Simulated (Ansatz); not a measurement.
Lu-Li random alloys, a few random alloy cells with their mixing energies

Program: Ansatz 0.2.0, Python API.

The script, `random_alloy.py`:
```python
"""Random Lu-Li cells of 8 mixed sites, after relaxing cells and atoms."""

from collections import Counter
from dataclasses import dataclass
import warnings

import ansatz as az
import numpy as np
from tabulate import tabulate


@dataclass(frozen=True)
class Settings:
    functional: str = "lda"
    cutoff: int = 460
    kspacing: float = 0.3
    smearing: str = "cold"
    width_ev: float = 0.1


settings = Settings()


def fcc(A, a):
    return (
        az.Lattice.fcc(a)
        .space_group(225)
        .atom(A, (0, 0, 0))
        .primitive()
    )

A_FIRST, A_LAST = 4.9, 4.42


def run_phase(name, crystal):
    calc = (
        crystal.calculation()
        .functional(settings.functional)
        .basis(settings.cutoff)
        .kpoints(spacing=settings.kspacing)
        .occupations(settings.smearing, width=settings.width_ev)
        .band_table()
    )
    calc = calc.relax(force_tolerance=0.02, cell=True)
    return calc.run(threads=1)

def relaxed_twice(name, crystal):
    # the second pass draws mesh and plane waves anew for the relaxed cell
    first = run_phase(name, crystal)
    again = az.Crystal(lattice=az.Lattice.of(first.lattice.cell_ang))
    for site in first.report["lattice"]["sites"]:
        again = again.atom(site["symbol"], site["position_frac"])
    return run_phase(name, again)


def volume_per_atom(outcome):
    return abs(np.linalg.det(outcome.lattice.cell_ang)) / len(outcome.lattice.sites)


def counts(outcome):
    return Counter(site.symbol for site in outcome.lattice.sites)


def main() -> None:
    warnings.simplefilter("ignore")

    phases = {"Lu": fcc("Lu", A_FIRST), "Li": fcc("Li", A_LAST)}
    for k in [4]:
        a = A_FIRST + (A_LAST - A_FIRST) * k / 8
        supercell = fcc("Lu", a).supercell(2).resolved()
        for seed in [35, 78]:
            drawn = supercell.site_disorder().occupy("Lu", Lu=8 - k, Li=k).random(seed=seed)
            phases[f"Lu{8 - k}Li{k} seed {seed}"] = drawn.crystal

    done = {name: relaxed_twice(name, crystal) for name, crystal in phases.items()}

    # x is the share of the second element on the mixed sites; both end members stand on this same lattice
    x = {name: counts(o)["Li"] / (counts(o)["Lu"] + counts(o)["Li"]) for name, o in done.items()}
    first, last = min(x, key=x.get), max(x, key=x.get)
    energy = {name: o.report["energy_sigma0_ev"] / len(o.lattice.sites) for name, o in done.items()}
    volume = {name: volume_per_atom(o) for name, o in done.items()}
    rows = []
    for name in sorted(done, key=x.get):
        line = lambda table: (1 - x[name]) * table[first] + x[name] * table[last]
        rows.append((name, x[name], 1000 * (energy[name] - line(energy)), volume[name], 100 * (volume[name] / line(volume) - 1)))
    print(tabulate(rows, headers=["cell", "x(Li)", "E_mix (meV/atom)", "V (A^3/atom)", "excess V (%)"], floatfmt=".4f", tablefmt="psql"))


if __name__ == "__main__":
    main()
```

```console
$ python random_alloy.py
+----------------+---------+--------------------+----------------+----------------+
| cell           |   x(Li) |   E_mix (meV/atom) |   V (A^3/atom) |   excess V (%) |
|----------------+---------+--------------------+----------------+----------------|
| Lu             |  0.0000 |             0.0000 |        25.4795 |         0.0000 |
| Lu4Li4 seed 35 |  0.5000 |           245.8081 |        22.4694 |         1.2288 |
| Lu4Li4 seed 78 |  0.5000 |           245.8081 |        22.4694 |         1.2290 |
| Li             |  1.0000 |             0.0000 |        18.9138 |         0.0000 |
+----------------+---------+--------------------+----------------+----------------+
```

Caveats:
- For the metals among these phases the mesh is modest: differences between phases can be off by up to 40 meV an atom.
- Cells of eight mixed sites are far from the random limit, and both end members stand on the same lattice, which need not be their own. Differences under about 40 meV an atom lie within the error of mesh and functional.
- The cells are prototypes set up for this calculation and needn't exist.
- Wall time of the script: 9.8 min on 1 thread of Arm Neoverse V2 (shared host), peak memory 0.69 GiB.
